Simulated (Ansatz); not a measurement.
This script makes a test of the smearing width of Ba3Ca, space group Pm-3m with Ansatz's Python interface.

Script `ba3ca.py`:
```python
import csv

import ansatz
from ase import Atoms

atoms = Atoms(
    ["Ba", "Ba", "Ba", "Ca"],
    scaled_positions=[
        [0.0, 0.5, 0.5],
        [0.5, 0.0, 0.5],
        [0.5, 0.5, 0.0],
        [0.0, 0.0, 0.0],
    ],
    cell=[
        [6.254931, 0.0, 0.0],
        [0.0, 6.254931, 0.0],
        [0.0, 0.0, 6.254931],
    ],
    pbc=True,
)
xtal = ansatz.Crystal.from_ase(atoms)

job = xtal.calculation()
job = job.functional(ansatz.Functional.PBESOL).basis(31 * ansatz.Ry)
job = job.kpoints(4)

rows = []
for value in [0.3, 0.2, 0.1, 0.05]:
    rep = job.occupations("methfessel_paxton", width=value).run(threads=1).report
    rows.append((value, rep["free_energy_ev"] / len(rep["lattice"]["sites"]), rep["n_iterations"], rep["n_kpoints"]))

with open("smear.csv", "w", newline="") as handle:
    writer = csv.writer(handle)
    writer.writerow(["width (eV)", "F/atom (eV)", "iterations", "k-points"])
    writer.writerows([round(v, 5) if isinstance(v, float) else v for v in row] for row in rows)

for row in rows[:-1]:
    shift = 1000 * (row[1] - rows[-1][1])
    print(f"{row[0]}: {shift:+.2f} meV/atom" + ("  (within 2 meV)" if abs(shift) < 2 else ""))
```

How much does the free energy per atom change between the narrowest and the widest smearing, and why?

Going from 0.05 to 0.3 eV changes F by +2.2 meV an atom. This scheme is built to cancel the term in the square of the width, so the shifts stay small and are partly the mesh's error.

What the script printed:

`python ba3ca.py` gives:
```text
0.3: +2.20 meV/atom
0.2: +1.99 meV/atom  (within 2 meV)
0.1: +0.73 meV/atom  (within 2 meV)
```

It writes `smear.csv`:
```csv
width (eV),F/atom (eV),iterations,k-points
0.3,-4845.32583,7,10
0.2,-4845.32604,7,10
0.1,-4845.3273,7,10
0.05,-4845.32804,7,10
```

The mesh is modest for a metal, so energies can be off by several to tens of meV an atom and pressures by half a GPa or more; differences at equal mesh fare better. The narrowest width needs the finest mesh, so the last row is no converged reference. This cell is a computed structure, which may not be the phase found in nature. It ran for 23 s on 1 thread of Arm Neoverse N1, with other jobs on the host, peak memory 0.49 GiB.

(Lines on the test bed's own set-up are left out of the output.)
